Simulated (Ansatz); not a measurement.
Geometry optimisation, Ansatz 0.2.0, DFT PBE, scalar-relativistic, plane waves, PAW.

The input (input.yaml):

```yaml
crystal:
  lattice:
    - [0.0, 5.43, 5.43]
    - [5.43, 0.0, 5.43]
    - [5.43, 5.43, 0.0]
  atoms:
    - { symbol: Si, position: [0.0, 0.0, 0.0] }
    - { symbol: Si, position: [0.125, 0.125, 0.125] }
    - { symbol: Si, position: [0.0, 0.0, 0.5] }
    - { symbol: Si, position: [0.125, 0.125, 0.625] }
    - { symbol: Si, position: [0.0, 0.5, 0.0] }
    - { symbol: Si, position: [0.125, 0.625, 0.125] }
    - { symbol: Si, position: [0.0, 0.5, 0.5] }
    - { symbol: Si, position: [0.125, 0.625, 0.625] }
    - { symbol: Si, position: [0.5, 0.0, 0.0] }
    - { symbol: Si, position: [0.625, 0.125, 0.125] }
    - { symbol: Si, position: [0.5, 0.0, 0.5] }
    - { symbol: Si, position: [0.625, 0.125, 0.625] }
    - { symbol: Si, position: [0.5, 0.5, 0.0] }
    - { symbol: Si, position: [0.625, 0.625, 0.125] }
    - { symbol: Si, position: [0.5, 0.5, 0.5] }
    - { symbol: Si, position: [0.625, 0.625, 0.625] }
    - { symbol: Ge, position: [0.3794153, 0.3484825, 0.8871843] }
basis:
  ecutwfc: 420.0
kpoints:
  mp_grid: { grid: [2, 2, 2] }
hamiltonian:
  xc: pbe
  pseudopotentials: { kind: paw, azcp: { folder: soft_1 } }
scf:
  occupations: { method: gaussian, width: 0.05 }
  lower_state_search: "off"
relax:
  f_tol: 0.03
  max_steps: 60
  adjacent_minimum: "off"
output:
  write_density: true
  write_potential: true
  elf: true
  volumetric_format: npy
```

Run as:

```bash
$ ansatz run input.yaml --threads 1 --pin off --max-ram 3072MiB --backend cpu --events-out ev --progress --plain --runs-dir out
```

Q: Where does it end, and by what steps?

A: It converged. The force dipped under the threshold on the way, but the program's further checks kept it going. Limits of this set-up: coarse k mesh. After 4 steps the energy has fallen by 0.531 eV; Ge17 moved furthest, 0.15 Å.

```json
{"step": "0", "energy less start (eV)": "0.0000", "largest force component (eV/Å)": "2.011", "accepted": "yes"}
{"step": "1", "energy less start (eV)": "-0.4572", "largest force component (eV/Å)": "0.658", "accepted": "yes"}
{"step": "2", "energy less start (eV)": "-0.5221", "largest force component (eV/Å)": "0.175", "accepted": "yes"}
{"step": "3", "energy less start (eV)": "-0.5312", "largest force component (eV/Å)": "0.011", "accepted": "yes"}
{"step": "4", "energy less start (eV)": "-0.5312", "largest force component (eV/Å)": "0.011", "accepted": "yes"}
```

```xyz
17
Lattice="0.0000 5.4300 5.4300 5.4300 0.0000 5.4300 5.4300 5.4300 0.0000" Properties=species:S:1:pos:R:3
Si -0.012 -0.003 0.002
Si 1.352 1.363 1.303
Si 2.719 2.728 0.002
Si 4.070 4.076 1.353
Si 2.753 -0.037 2.667
Si 4.117 1.361 4.066
Si 5.421 2.725 2.703
Si 6.785 4.029 4.066
Si -0.050 2.765 2.665
Si 1.352 4.127 4.066
Si 2.718 5.427 2.701
Si 4.018 6.794 4.065
Si 2.752 2.761 5.463
Si 4.066 4.081 6.776
Si 5.384 5.394 5.462
Si 6.784 6.792 6.828
Ge 6.781 6.795 4.062
```

Whether the end is a true minimum wasn't checked by a vibrational analysis.

Run time: 39 s on 1 thread of Arm Neoverse V1, with other jobs on the host, peak memory 0.58 GiB.
